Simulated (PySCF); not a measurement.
**From one method to the next for BSe2⁻**

Aim: see what other levels and later steps give for BSe2⁻.

The runs use PySCF 2.14.0; method and basis as typed in the scripts.

1 further run of the same task is left out (it didn't finish).

**1. The system as given**

BSe2⁻: 3 atoms, charge -1, spin multiplicity 1.

Bond lengths: B1–Se2 1.807 Å, B1–Se3 1.807 Å. Angles: Se2–B1–Se3 180.0°.

Coordinates:

```tsv
atom	x (Å)	y (Å)	z (Å)
B1	0.0000	0.0000	0.0000
Se2	0.0000	0.0000	1.8074
Se3	0.0000	0.0000	-1.8074
```

**2. Base script**

The input, input.py:

```python
from pyscf import gto, scf, mp

mol = gto.M(
    atom='B 0 0 0; Se 0 0 1.8074; Se 0 0 -1.8074',
    basis='def2-svp',
    charge=-1,
    spin=0,
    verbose=4,
)
mf = scf.UHF(mol)
mf.kernel()
mp.MP2(mf, frozen=19).kernel()
mf.dip_moment()
print('orbital energies (hartree):', [e[max(0, n-3):n+3].round(4) for e, n in zip(mf.mo_energy, mol.nelec)])
```

On the command line:

```
OMP_NUM_THREADS=1 python input.py
```

**3. Frozen orbitals 37**

Variant 1 changes frozen orbitals: 19 → 37.

Edit input.py of step 2 so:

```diff
@@ -11,3 +11,3 @@
 mf.kernel()
-mp.MP2(mf, frozen=19).kernel()
+mp.MP2(mf, frozen=37).kernel()
 mf.dip_moment()
```

**4. Population analysis**

Variant 2 changes step after the SCF: mp2 → analyze.

The input, input.py:

```python
from pyscf import gto, scf

mol = gto.M(
    atom='B 0 0 0; Se 0 0 1.8074; Se 0 0 -1.8074',
    basis='def2-svp',
    charge=-1,
    spin=0,
    verbose=4,
)
mf = scf.UHF(mol)
mf.kernel()
mf.analyze()
print('orbital energies (hartree):', [e[max(0, n-3):n+3].round(4) for e, n in zip(mf.mo_energy, mol.nelec)])
```

**5. SCF alone**

Variant 3 changes step after the SCF: mp2 → none.

Edit input.py of step 2 so:

```diff
@@ -1,2 +1,2 @@
-from pyscf import gto, scf, mp
+from pyscf import gto, scf
 
@@ -11,3 +11,2 @@
 mf.kernel()
-mp.MP2(mf, frozen=19).kernel()
 mf.dip_moment()
```

**6. Stability test**

Variant 4 changes step after the SCF: mp2 → stability.

Edit input.py of step 2 so:

```diff
@@ -1,2 +1,2 @@
-from pyscf import gto, scf, mp
+from pyscf import gto, scf
 
@@ -11,3 +11,3 @@
 mf.kernel()
-mp.MP2(mf, frozen=19).kernel()
+mf.stability(internal=True, external=True)
 mf.dip_moment()
```

**7. Revpbe (UKS)**

Variant 5 changes functional: none (Hartree–Fock) → revpbe; SCF type: UHF → UKS; step after the SCF: mp2 → analyze.

The input, input.py:

```python
from pyscf import gto, dft

mol = gto.M(
    atom='B 0 0 0; Se 0 0 1.8074; Se 0 0 -1.8074',
    basis='def2-svp',
    charge=-1,
    spin=0,
    verbose=4,
)
mf = dft.UKS(mol, xc='revpbe')
mf.kernel()
mf.analyze()
print('orbital energies (hartree):', [e[max(0, n-3):n+3].round(4) for e, n in zip(mf.mo_energy, mol.nelec)])
```

**8. CASSCF (ROHF)**

Variant 6 changes step after the SCF: mp2 → casscf; SCF type: UHF → ROHF; active space: none → 10 electrons in 8 orbitals.

The input, input.py:

```python
from pyscf import gto, scf, mcscf

mol = gto.M(
    atom='B 0 0 0; Se 0 0 1.8074; Se 0 0 -1.8074',
    basis='def2-svp',
    charge=-1,
    spin=0,
    verbose=4,
)
mf = scf.ROHF(mol)
mf.kernel()
mc = mcscf.CASSCF(mf, 8, 10)
mc.kernel()
mc.analyze()
mf.dip_moment()
print('orbital energies (hartree):', mf.mo_energy[..., max(0, mol.nelec[1]-3):mol.nelec[0]+3].round(4))
```

**Question.** What will these runs give? Wanted: for each run, E(SCF); from base; gap; after the SCF.

**Answer**, as computed:

```tsv
run	E(SCF) (hartree)	from base (eV)	cycles	gap (eV)	after the SCF
base	-4823.882624	0	11	11.66	MP2 correlation -14.744 eV, core frozen
frozen orbitals 37	-4823.882624	not comparable	11	11.66	n/a
population analysis	-4823.882624	0.0000	11	11.66	n/a
SCF alone	-4823.882624	0.0000	11	11.66	n/a
stability test	-4823.882624	0.0000	11	11.66	stable
revpbe (UKS)	-4827.086208	not comparable	9	4.34	n/a
CASSCF (ROHF)	-4823.882624	0.0000	9	n/a	CASSCF correlation -1.138 eV
```

What this shows: A lower total energy from another functional means nothing by itself. The dearest run is “stability test”, at 12 s against 3.5 s. Rows marked «poor choice» come from settings spoiled on purpose.
